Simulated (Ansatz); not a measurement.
# Fe2Pt3: the cost of one run

Computed with Ansatz 0.2.0 (DFT PBE, scalar-relativistic, plane waves, PAW, unless a step's input says otherwise).

## Step 1: The system as given

It takes space group R-3m (No. 166, trigonal). The conventional cell has a = 4.314 Å, b = 4.314 Å, c = 13.209 Å, α = 90.00°, β = 90.00°, γ = 120.00°. Fe (site symmetry 3m) is surrounded by 3 Fe at 2.64 Å and 5 Pt at 2.64 Å. Pt (site symmetry -3m) has 6 Pt at 2.64 Å and 2 Fe at 2.64 Å in its first shell of neighbours. Around Pt (site symmetry 3m) lie 4 Fe at 2.64 Å and 4 Pt at 2.64 Å.

As a file:

```xyz
5
Lattice="2.1570 1.2453 4.4030 -2.1570 1.2453 4.4030 0.0000 -2.4907 4.4030" Properties=species:S:1:pos:R:3 pbc="T T T"
Fe    0.0000    0.0000    2.6418
Fe    0.0000    0.0000   10.5671
Pt    0.0000    0.0000    0.0000
Pt    0.0000    0.0000    5.2836
Pt    0.0000    0.0000    7.9253
```

The start is an ordering of an alloy on its end members' structure types: elements ordered on the sites of the Gd type, Fe/Pt on Gd (R-3m, No. 166).

## Step 2: The guess as it stands, on a coarse mesh

input.yaml reads:

```yaml
crystal:
  lattice:
    - [2.15700676, 1.24534844, 4.40297162]
    - [-2.15700676, 1.24534844, 4.40297162]
    - [0.0, -2.49069687, 4.40297162]
  atoms:
    - { symbol: Fe, position: [0.2, 0.2, 0.2], spin: 4.0 }
    - { symbol: Fe, position: [0.8, 0.8, 0.8], spin: 4.0 }
    - { symbol: Pt, position: [0.0, 0.0, 0.0] }
    - { symbol: Pt, position: [0.4, 0.4, 0.4] }
    - { symbol: Pt, position: [0.6, 0.6, 0.6] }
basis:
  ecutwfc: 420
kpoints:
  mp_grid: { grid: [6, 6, 6] }
hamiltonian:
  xc: pbe
scf:
  occupations: { method: gaussian, width: 0.1 }
  lower_state_search: "off"
output:
  forces: true
  stress: true
  eigenvalues: true
  populations: true
magnetization:
  spin_polarized: true
```

The run is started by

```sh
$ ansatz run input.yaml --threads 4 --pin off --max-ram 8192MiB --backend cpu --events-out ev --progress --plain --runs-dir out
```

**Question.** How long does this run take on 4 threads of AMD EPYC 9R45 (Zen 5), shared host, and how much memory does it need?

About 2.8 s, with a peak of 0.58 GiB.
